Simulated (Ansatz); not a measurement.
**Li2H2Pd (I4/mmm): frozen displacement of one atom**

The task is a frozen displacement of one atom, for Li2H2Pd (I4/mmm).

Computed with Ansatz 0.2.0 through its Python package. Level of theory: DFT PBEsol, plane waves, PAW.

### 1 Starting point

The structure is tetragonal, space group I4/mmm (No. 139). Conventional cell: a = 3.079 Å, b = 3.079 Å, c = 10.238 Å, α = 90.00°, β = 90.00°, γ = 90.00°. Li (site symmetry 4mm) has 5 H at 1.96 to 2.19 Å as nearest neighbours. H (site symmetry 4mm) is surrounded by 1 Pd at 1.67 Å and 5 Li at 1.96 to 2.19 Å. Around Pd (site symmetry 4/mmm) lie 2 H at 1.67 Å.

The script holds or builds the structure itself.

### 2 The script

li2h2pd.py reads:

```python
"""Energy and force of Li2H2Pd as one atom is pushed off its site."""

import ansatz
from ase import Atoms
import numpy as np


def main() -> None:
    atoms = Atoms(
        ["Li", "Li", "H", "H", "Pd"],
        scaled_positions=[
            [0.645171, 0.645171, 0.0],
            [0.354829, 0.354829, 0.0],
            [0.836661, 0.836661, 0.0],
            [0.163339, 0.163339, 0.0],
            [0.0, 0.0, 0.0],
        ],
        cell=[
            [-1.53943, 1.53943, 5.118773],
            [1.53943, -1.53943, 5.118773],
            [1.53943, 1.53943, -5.118773],
        ],
        pbc=True,
    )
    xtal = ansatz.Crystal.from_ase(atoms)

    inverse = np.linalg.inv(np.array(xtal.lattice.vectors))
    home = np.array(xtal.sites[3].position)
    values = np.linspace(-0.02, 0.02, 5)
    energies, pulls = [], []
    for shift in values:
        moved = xtal.move(3, to=home + shift * inverse[0])
        calculation = (
            moved.calculation()
            .functional("pbesol")
            .pseudopotentials("paw")
            .basis(17 * ansatz.Ha)
            .kpoints(12, 12, 12)
            .occupations(ansatz.OccupationsMethod.FERMI_DIRAC, width=50 * ansatz.meV)
            .forces()
        )
        rep = calculation.run().report
        energies.append(rep["free_energy_ev"])
        pulls.append(rep["forces_ev_ang"][3][0])

    # the force is minus the slope of the free energy
    print("shift (A)   dE (eV)   force along x (eV/A)")
    for shift, e, f in zip(values, energies, pulls):
        print(f"{shift:8.3f} {e - energies[2]:10.5f} {f:12.4f}")
    print(f"stiffness from energies {2 * np.polyfit(values, energies, 2)[0]:.3f}, from forces {-np.polyfit(values, pulls, 1)[0]:.3f} eV/A^2")


if __name__ == "__main__":
    main()
```

### 3 The input behind the calls

The package turns the script's settings into the engine's input (first run):

```yaml
crystal:
  lattice:
    - [-1.53943, 1.53943, 5.118773]
    - [1.53943, -1.53943, 5.118773]
    - [1.53943, 1.53943, -5.118773]
  atoms:
    - { symbol: Li, position: [0.645171, 0.645171, 0.0] }
    - { symbol: Li, position: [0.354829, 0.354829, 0.0] }
    - { symbol: H, position: [0.8366609999999999, 0.8366609999999999, 0.0] }
    - { symbol: H, position: [0.163339, 0.15684308917586384, -0.006495910824136206] }
    - { symbol: Pd, position: [0.0, 0.0, 0.0] }
basis:
  ecutwfc: 462.593566181796
kpoints:
  mp_grid:
    grid: [12, 12, 12]
hamiltonian:
  xc: pbesol
  pseudopotentials:
    kind: paw
scf:
  occupations:
    method: fermi_dirac
    width: 0.05
output:
  forces: true
```

### 4 Running it

The run is started by

```console
$ python li2h2pd.py
```

**Question.** How stiff is this displacement, and do energies and forces agree?

The runs gave:

| quantity | value |
| --- | --- |
| runs compared | 5 |
| range of energy | 0.04 meV/atom |
| lowest point, shift of atom 4 from run 1 (Å) | 0.020 |

In words: The curvature of the energy gives 1.040 eV/Å² and the slope of the force 1.040 eV/Å², a positive curvature. What to keep in mind:
- No spin polarisation was allowed.
- In a metal a curvature from energy changes of a few meV or less hangs on mesh and smearing, in size and even in sign.
- The structure comes from a database of computed cells and needn't be a stable or known phase.
- All periodic images of the atom move with it, so the curvature is one diagonal element of the zone-centre force constants and no normal mode; a positive value doesn't exclude soft modes in which several atoms move.
